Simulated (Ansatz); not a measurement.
# CH5GeNZn: a ladder of functionals and wavefunction methods

An exercise on one series of results from a longer session: the logs are not shown, and one member is left open.

Method: functionals in def2-TZVPP, the program's frozen cores in correlated methods; program: Ansatz 0.2.0, Gaussian basis.

The runs, in order: LDA (SPW92), PBE-D4, revPBE-D4, BLYP-D4, r2SCAN-D4, B97M-V, PBE0-D4, B3LYP-D4, r2SCANh-D4, r2SCAN0-D4, HSE06-D4, BHLYP-D4, CAM-B3LYP-D4, LC-ωPBE, ωB97X-V, ωB97M-V, B2PLYP, PBE-QIDH; CCSD(T)/def2-SVP; CCSD(T)/def2-TZVPP; MP2/def2-QZVPP; extrapolation to the limit; RPA on PBE.

### The relaxed structure

All runs share one geometry, relaxed beforehand with PBE0-D4 in a triple-zeta def2 set.

9 atoms, charge 0, spin multiplicity 1.

Atoms are counted from 1 here; the program's logs count them from 0.

Bond lengths: Ge1–C2 1.971 Å, Ge1–H5 1.536 Å, Ge1–H6 1.536 Å, Ge1–H7 1.538 Å, C2–N3 1.265 Å, C2–H8 1.098 Å, N3–H9 1.022 Å. Angles: C2–Ge1–H5 110.0°, C2–Ge1–H6 109.9°, C2–Ge1–H7 106.9°, H5–Ge1–H6 109.0°, H5–Ge1–H7 110.5°, H6–Ge1–H7 110.4°, Ge1–C2–N3 126.2°, Ge1–C2–H8 117.8°, N3–C2–H8 116.0°, C2–N3–H9 112.5°.

The first run:

Contents of in.yaml:

```yaml
crystal:
  periodic: [false, false, false]
  atoms:
    - {symbol: Ge, position_ang: [0.483992, 1.417038, -0.124742]}
    - {symbol: C, position_ang: [-0.375415, -0.343085, 0.095251]}
    - {symbol: N, position_ang: [0.182417, -1.469109, -0.045658]}
    - {symbol: Zn, position_ang: [-2.063806, -3.475738, 0.535649]}
    - {symbol: H, position_ang: [-0.232816, 2.218678, -1.221859]}
    - {symbol: H, position_ang: [0.416754, 2.201578, 1.194409]}
    - {symbol: H, position_ang: [1.947001, 1.155325, -0.519023]}
    - {symbol: H, position_ang: [-1.438974, -0.363291, 0.366704]}
    - {symbol: H, position_ang: [1.169246, -1.387795, -0.297832]}
basis:
  gaussian: {orbitals: def2-TZVPP}
hamiltonian: {xc: lda}
output: {orbitals: {seedname: orbitals}}
```

Steps of the session up to this table: LDA; PBE-D4 (GGA); revPBE-D4 (GGA); BLYP-D4 (GGA); r2SCAN-D4 (meta-GGA); B97M-V (meta-GGA); PBE0-D4 (hybrid); B3LYP-D4 (hybrid); r2SCANh-D4 (hybrid); r2SCAN0-D4 (hybrid); HSE06-D4 (hybrid); BHLYP-D4 (hybrid); CAM-B3LYP-D4 (range-separated); LC-ωPBE (range-separated); ωB97X-V (range-separated); ωB97M-V (range-separated); B2PLYP (double hybrid); PBE-QIDH (double hybrid).

One table of the session follows, with a row left open; its other results are not shown here.

It belongs to the step «Frontier levels by functional». 

```
  functional  HOMO (eV)  gap (eV)
 LDA (SPW92)      -5.31      2.89
      PBE-D4      -5.09      2.90
   revPBE-D4      -5.01      2.90
     BLYP-D4      -5.03      2.98
   r2SCAN-D4          ?         ?
      B97M-V      -5.07      3.14
     PBE0-D4      -5.82      4.74
    B3LYP-D4      -5.78      4.45
  r2SCANh-D4      -5.58      3.97
  r2SCAN0-D4      -5.99      4.99
    HSE06-D4      -5.42      3.94
    BHLYP-D4      -6.49      6.60
CAM-B3LYP-D4      -7.07      7.21
     LC-ωPBE      -8.13      9.46
     ωB97X-V      -7.86      9.10
     ωB97M-V      -7.88      9.01
```

Q: Estimate the row for r2SCAN-D4 from the others.

Worked estimate for «HOMO (eV)». Against the share of exact exchange, r2SCANh-D4 (0.1, -5.58), r2SCAN0-D4 (0.25, -5.99) give a slope of -2.73 per unit share; at 0 the line stands at -5.31.

As computed: HOMO (eV): -5.30; gap (eV): 3.27. In «HOMO (eV)» the line misses by -0.01.
